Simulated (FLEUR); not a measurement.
# TaN (Fm-3m) in FLEUR: a series of runs

Runs on TaN. Level: LDA+U. Tasks: single point.

Everything below comes from runs of FLEUR MaX-R8.1 (later development tree). Logs are shortened: lines on timing, memory, paths and dates and some standing lists are left out, and cuts for length are marked.

## Step 1: Starting point

It takes space group Fm-3m (No. 225, cubic). The conventional cell has a = 4.358 Å, b = 4.358 Å, c = 4.358 Å, α = 90.00°, β = 90.00°, γ = 90.00°. Around Ta (site symmetry m-3m) lie 6 N at 2.18 Å. N (site symmetry m-3m) has 6 Ta at 2.18 Å as nearest neighbours.

## Step 2: Single point, LDA+U, collinear spin, ferromagnetic start

inp.xml reads:

```xml
<?xml version="1.0" encoding="UTF-8" standalone="no"?>
<fleurInput fleurInputVersion="0.39">
   <comment>
      TaN                                                                                                 
   </comment>
   <calculationSetup>
      <cutoffs Kmax="4.93" Gmax="15.3" GmaxXC="15.3" numbands="0"/>
      <scfLoop itmax="100" minDistance="0.001" maxIterBroyd="50" imix="Anderson" alpha="0.05" precondParam="0.0" spinf="2.0" sdNocoIR="T"/>
      <coreElectrons ctail="T" frcor="F" kcrel="0" coretail_lmax="0"/>
      <xcFunctional name="vwn" relativisticCorrections="F"/>
      <magnetism jspins="2"/>
      <soc l_soc="F" theta="0.0" phi="0.0" spav="F"/>
      <expertModes spex="0" secvar="F"/>
      <geometryOptimization l_f="F" forcealpha="1.0" forcemix="BFGS" epsdisp="0.00001" epsforce="0.00001"/>
      <ldaU l_linMix="F" mixParam="0.05" spinf="1.0"/>
   </calculationSetup>
   <cell>
      <bzIntegration valenceElectrons="32.0" mode="gauss" fermiSmearingEnergy="0.00183747">
         <kPointListSelection listName="default-1"/>
         <!-- k-points included here -->
         <xi:include xmlns:xi="http://www.w3.org/2001/XInclude" href="kpts.xml"> </xi:include>
      </bzIntegration>
      <!-- symmetry operations included here -->
      <xi:include xmlns:xi="http://www.w3.org/2001/XInclude" href="sym.xml"> </xi:include>
      <bulkLattice scale="1.0">
         <bravaisMatrix>
            <row-1>    0.0000000000000000     4.1177157010446228     4.1177157010446228</row-1>
            <row-2>    4.1177157010446228     0.0000000000000000     4.1177157010446228</row-2>
            <row-3>    4.1177157010446228     4.1177157010446228     0.0000000000000000</row-3>
         </bravaisMatrix>
      </bulkLattice>
   </cell>
   <atomSpecies>
      <species name="Tantalum (2.001" element="Ta" atomicNumber="73">
         <mtSphere radius="2.36" gridPoints="781" logIncrement="0.017"/>
         <atomicCutoffs lmax="9" lnonsphr="9"/>
         <electronConfig flipSpins="F">
            <coreConfig>(1s1/2) (2s1/2) (2p1/2) (2p3/2) (3s1/2) (3p1/2) (3p3/2) (4s1/2) (3d3/2) (3d5/2) (4p1/2) (4p3/2) (4d3/2) (4d5/2)</coreConfig>
            <valenceConfig>(5s1/2) (5p1/2) (5p3/2) (6s1/2) (4f5/2) (4f7/2) (5d3/2) (5d5/2)</valenceConfig>
            <stateOccupation state="(5d3/2)" spinUp="0.7005" spinDown="0.4995"/>
            <stateOccupation state="(5d5/2)" spinUp="1.8" spinDown="0.0"/>
         </electronConfig>
         <energyParameters s="6" p="6" d="5" f="4"/>
         <ldaU l="2" U="4" J="0.0" l_amf="F"/>
         <lo type="SCLO" l="0" n="5" eDeriv="0"/>
         <lo type="SCLO" l="1" n="5" eDeriv="0"/>
         <lo type="SCLO" l="3" n="4" eDeriv="2"/>
      </species>
      <species name="Nitrogen (N)" element="N" atomicNumber="7">
         <mtSphere radius="1.46" gridPoints="483" logIncrement="0.022"/>
         <atomicCutoffs lmax="8" lnonsphr="8"/>
         <electronConfig flipSpins="F">
            <coreConfig>(1s1/2)</coreConfig>
            <valenceConfig>(2s1/2) (2p1/2) (2p3/2)</valenceConfig>
            <stateOccupation state="(2p1/2)" spinUp="0.500000" spinDown="0.500000"/>
            <stateOccupation state="(2p3/2)" spinUp="1.000000" spinDown="1.000000"/>
         </electronConfig>
         <energyParameters s="2" p="2" d="3" f="4"/>
         <lo type="SCLO" l="0" n="2" eDeriv="2"/>
         <lo type="SCLO" l="1" n="2" eDeriv="2"/>
         <lo type="SCLO" l="2" n="3" eDeriv="2"/>
      </species>
   </atomSpecies>
   <atomGroups>
      <atomGroup species="Tantalum (2.001">
         <relPos label="                   1">1.000/2.000 1.000/2.000 1.000/2.000</relPos>
         <force calculate="T" relaxXYZ="TTT"/>
      </atomGroup>
      <atomGroup species="Nitrogen (N)">
         <relPos label="                   2">.0000000000 .0000000000 .0000000000</relPos>
         <force calculate="T" relaxXYZ="TTT"/>
      </atomGroup>
   </atomGroups>
   <output dos="F" band="F" slice="F">
      <checks vchk="F" cdinf="F"/>
      <bandDOS minEnergy="-.5*Htr" maxEnergy="0.5*Htr" sigma="0.015" storeEVData="T"/>
      <vacuumDOS vacdos="F" integ="F" star="F" nstars="0" locx1="0.0" locy1="0.0" locx2="0.0" locy2="0.0" nstm="0" tworkf="0.0"/>
      <unfoldingBand unfoldBand="F" supercellX="1" supercellY="1" supercellZ="1"/>
      <plotting iplot="0" polar="F">
         <plot TwoD="T" vec1="  1.0  0.0  0.0" vec2="  0.0  1.0  0.0" vec3="  0.0  0.0  1.0" zero="  0.0  0.0  0.0" file="plot"/>
      </plotting>
      <chargeDensitySlicing numkpt="0" minEigenval="0.0" maxEigenval="0.0" nnne="0" pallst="F"/>
      <specialOutput eonly="F"/>
      <moessbauerParams electricFieldGradient="T" isomerShift="T" coreHyperfine="T" valenceHyperfine="T"/>
      <magneticCircularDichroism mcd="F" energyLo="-10.0" energyUp="0.0"/>
   </output>
  <!-- We include the file relax.xml here to enable relaxations (see documentation) -->
  <xi:include xmlns:xi="http://www.w3.org/2001/XInclude" href="relax.xml"> <xi:fallback/> </xi:include>
</fleurInput>
```

crystal.txt reads:

```
TaN
&input cartesian=F /
0.0000000000  2.1790013100  2.1790013100
2.1790013100  0.0000000000  2.1790013100
2.1790013100  2.1790013100  0.0000000000
1.8897261246
1.0 1.0 1.0

2
73 0.5000000000  0.5000000000  0.5000000000 : 2.001
7 0.0000000000  0.0000000000  0.0000000000

&kpt div1=7 div2=7 div3=7 gamma=T /
```

Potentials or basis: all-electron, FLAPW.

Run with:

```sh
$ inpgen -f crystal.txt -profile fastHighL -nosym
$ # inp.xml edited to the form shown
$ fleur_MPI
```

Output:

```text
Welcome to FLEUR        (www.flapw.de)
      MaX-Release 8.1          (www.max-centre.eu)

 ========== k-point set info ==========
 Selected k-point list: default-1
 k-point list type: mesh
 7 x 7 x 7
 Number of k points: 343

 ------------Calculation Setup---------------------------
 Number of MPI-tasks      :            1
 Number of PE/node        :            1
 Number of OMP-threads    :            1
 Most efficient MPI parallelization for:
           1           7          49         343
 Additional eigenvalue parallelization possible
 Number of basis functions:          337
 Approximate size of matrices (H+S) per k-point:         0.003 GB
 --------------------------------------------------------
 Complex matrix made real
 Iteration:     1   Distance:      29.29544076 me/bohr^3
 Iteration:     2   Distance:      24.73868662 me/bohr^3
 Iteration:     3   Distance:      35.52637151 me/bohr^3
 Iteration:     4   Distance:      37.20219534 me/bohr^3
 Iteration:     5   Distance:      15.50979202 me/bohr^3
 Iteration:     6   Distance:       5.16162392 me/bohr^3
 Iteration:     7   Distance:       2.73776951 me/bohr^3
 Iteration:     8   Distance:       2.35179362 me/bohr^3
 Iteration:     9   Distance:       2.34614470 me/bohr^3
 Iteration:    10   Distance:       0.44685317 me/bohr^3
 Iteration:    11   Distance:       0.68280713 me/bohr^3
 Iteration:    12   Distance:       0.39582833 me/bohr^3
 Iteration:    13   Distance:       0.17501885 me/bohr^3
 Iteration:    14   Distance:       0.17088630 me/bohr^3
 Iteration:    15   Distance:       0.04178092 me/bohr^3
 Iteration:    16   Distance:       0.04639816 me/bohr^3
 Iteration:    17   Distance:       0.02166337 me/bohr^3
 Iteration:    18   Distance:       0.02127967 me/bohr^3
 Iteration:    19   Distance:       0.01085387 me/bohr^3
 Iteration:    20   Distance:       0.01081495 me/bohr^3
 Iteration:    21   Distance:       0.00175346 me/bohr^3
 Iteration:    22   Distance:       0.00093074 me/bohr^3

 ********************************************************************
 Run finished successfully
 Stop message:
   all done
 ********************************************************************
```

Run time: 16 min. Hardware: 1 thread of Intel Xeon Platinum 8259CL at 2.50GHz (Skylake/Cascade Lake), shared host; peak memory 0.44 GiB.

Results:

- Free energy: -426437.5829 eV
- Net moment: 0.00 μB per cell
- Valence electrons inside the program's atomic spheres: Ta 24.49; N 3.58 (radii Ta 2.36, N 1.46 bohr)

Levels at points of the mesh, in eV from the Fermi level:
Spin up:
```csv
k point,band 12,band 13,band 14,band 15,band 16,band 17,band 18,band 19,band 20,band 21
"(0.00, 0.00, 0.00)",-19.21,-4.12,-4.12,-4.12,-2.21,-2.21,-2.21,0.28,0.28,1.46
```
Spin down:
| k point | band 14 | band 15 | band 16 | band 17 | band 18 | band 19 |
| --- | --- | --- | --- | --- | --- | --- |
| (0.00, 0.00, 0.00) | -4.12 | -4.12 | -2.21 | -2.21 | -2.21 | 0.28 |

Eigenvalues of the final occupation matrices:
```
       site  spin  trace               eigenvalues
atom type 1     1   1.03  0.17 0.17 0.23 0.23 0.23
atom type 1     2   1.03  0.17 0.17 0.23 0.23 0.23
```

Core levels (eV from the Fermi level):
```
atom                                                                                                                                                                                                          levels
1 Ta  1s1/2 -67220.1, 2s1/2 -11540.7, 2p1/2 -11032.2, 2p3/2 -9763.3, 3s1/2 -2641.1, 3p1/2 -2414.8, 3p3/2 -2141.7, 4s1/2 -535.7, 3d3/2 -1758.5, 3d5/2 -1699.0, 4p1/2 -442.4, 4p3/2 -379.3, 4d3/2 -225.8, 4d5/2 -214.2
 2 N                                                                                                                                                                                                    1s1/2 -375.0
```

Caveat: with Gaussian smearing the program prints no entropy term, so the energy of a metal isn't a free energy; the magnetic or orbital state may not be the lowest. The state reached can hang on the start; a lower one may exist.

## Step 3: Single point, LDA+U, collinear spin, ferromagnetic start

inp.xml is that of step 2.

crystal.txt is that of step 2.

Potentials or basis: all-electron, FLAPW.

Run with:

```sh
$ inpgen -f crystal.txt -profile fastHighL -nosym
$ # inp.xml edited to the form shown
$ fleur_MPI
```

Wall time 14 min (1 thread of Intel Xeon Platinum 8259CL at 2.50GHz (Skylake/Cascade Lake), shared host); peak memory 0.42 GiB.

Results (log left out):

| Quantity | Value |
| --- | --- |
| Free energy | -426437.5829 eV |
| Net moment | 0.00 μB per cell |
| Valence electrons inside the program's atomic spheres | Ta 24.49; N 3.58 (radii Ta 2.36, N 1.46 bohr) |

Levels at points of the mesh, in eV from the Fermi level:
Spin up:
```
           k point  band 14  band 15  band 16  band 17  band 18  band 19
(0.00, 0.00, 0.00)    -4.12    -4.12    -2.21    -2.21    -2.21     0.28
```
Spin down:
| k point | band 12 | band 13 | band 14 | band 15 | band 16 | band 17 | band 18 | band 19 | band 20 | band 21 |
| --- | --- | --- | --- | --- | --- | --- | --- | --- | --- | --- |
| (0.00, 0.00, 0.00) | -19.21 | -4.12 | -4.12 | -4.12 | -2.21 | -2.21 | -2.21 | 0.28 | 0.28 | 1.46 |

Eigenvalues of the final occupation matrices:
| site | spin | trace | eigenvalues |
| --- | --- | --- | --- |
| atom type 1 | 1 | 1.03 | 0.17 0.17 0.23 0.23 0.23 |
| atom type 1 | 2 | 1.03 | 0.17 0.17 0.23 0.23 0.23 |

Core levels (eV from the Fermi level):
```
atom                                                                                                                                                                                                          levels
1 Ta  1s1/2 -67220.1, 2s1/2 -11540.7, 2p1/2 -11032.2, 2p3/2 -9763.3, 3s1/2 -2641.1, 3p1/2 -2414.8, 3p3/2 -2141.7, 4s1/2 -535.7, 3d3/2 -1758.5, 3d5/2 -1699.0, 4p1/2 -442.4, 4p3/2 -379.3, 4d3/2 -225.8, 4d5/2 -214.2
 2 N                                                                                                                                                                                                    1s1/2 -375.0
```

Caveat: with Gaussian smearing the program prints no entropy term, so the energy of a metal isn't a free energy; the magnetic or orbital state may not be the lowest. Spin-orbit coupling is left out, which matters for the levels of Ta.
